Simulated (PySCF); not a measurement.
# C3H9BrOSi: the cost of one run

Programs: PySCF 2.14.0, with routines of our own; each step states its level. All values are computed. Atoms count from 0.

## Step 1: The starting structure

15 atoms, charge 0, multiplicity 1; geometry from: GFN2-xTB.

## Step 2: Optimising the geometry at PBE0-D3(BJ)/def2-SVP

What the job is given:

```
{"job": {"xc": "PBE0", "basis": "def2-SVP", "d3": "d3bj", "grid": 1, "kind": "geom"}, "charge": 0, "multiplicity": 1}
C      1.156607    -0.747084    -0.698977
C      0.302989     0.227999     0.086584
C      0.342027     1.611105    -0.527720
Br     1.124757     0.379384     1.919587
Si    -1.476415    -0.421478     0.418409
O     -1.411610    -1.828216     1.212150
H      1.168946    -1.728947    -0.228620
H      2.184733    -0.394012    -0.788524
H      0.742356    -0.855487    -1.700940
H     -0.207379     2.327941     0.079737
H     -0.120745     1.574293    -1.513477
H      1.366549     1.967395    -0.640888
H     -2.164672     0.616547     1.182020
H     -2.099660    -0.790850    -0.842398
H     -0.912896    -1.930601     2.021145
```

Run with:

```bash
> OMP_NUM_THREADS=1 python excited_run.py task.json out
```

The driver reads the jobs from task.json and runs them one after another.

**Question.** How long does this first job take on 1 thread of Arm Neoverse N1, shared host, and how much memory does it need?

About 65 s, with a peak of 0.64 GiB.
